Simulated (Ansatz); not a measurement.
The system is RuAu.

```
CELL_PARAMETERS angstrom
3.16481 0.00000 0.00000
0.00000 3.16481 0.00000
0.00000 0.00000 3.16481
ATOMIC_POSITIONS crystal
Ru 0.00000 0.00000 0.00000
Au 0.50000 0.50000 0.50000
```

The cell was built by a generator and needn't be a form met in nature.

```yaml
Program: Ansatz 0.2.0
Task: single point
Functional: PBE
Potentials_or_basis: all-electron LAPW, scalar-relativistic
Cutoff: 270 eV (chosen from the basis error)
Basis_error_allowed: 0.001 eV/atom
k_mesh: 8 × 8 × 8
Occupations: fermi-dirac, width 0.05 eV
Spin: no spin polarisation
```

On this cell: pressure 0.4 GPa; largest force zero by symmetry; band gap on the k mesh none (metal or under the smearing width).

The same run follows on a disturbed copy (atoms moved at random, drawn with an rms of 0.05 Å):

```xyz
2
Lattice="3.1648 0.0000 0.0000 0.0000 3.1648 0.0000 0.0000 0.0000 3.1648" Properties=species:S:1:pos:R:3 pbc="T T T"
Ru    0.0145   -0.0091    0.0130
Au    1.5362    1.5791    1.5732
```

Question: What does the disturbed cell give?

Answer: The energy (extrapolated to zero smearing) moves by +9.1 meV/atom; pressure 0.7 GPa; largest force 0.554 eV/Å; band gap on the k mesh none (metal or under the smearing width).

Forces in eV/Å, atoms in the order of the input:
```
Ru  -0.517  0.050 -0.192
Au   0.517 -0.050  0.192
```

Stress tensor (GPa, compression positive):
```
 0.54 -0.06  0.24
-0.06  0.83 -0.02
 0.24 -0.02  0.79
```
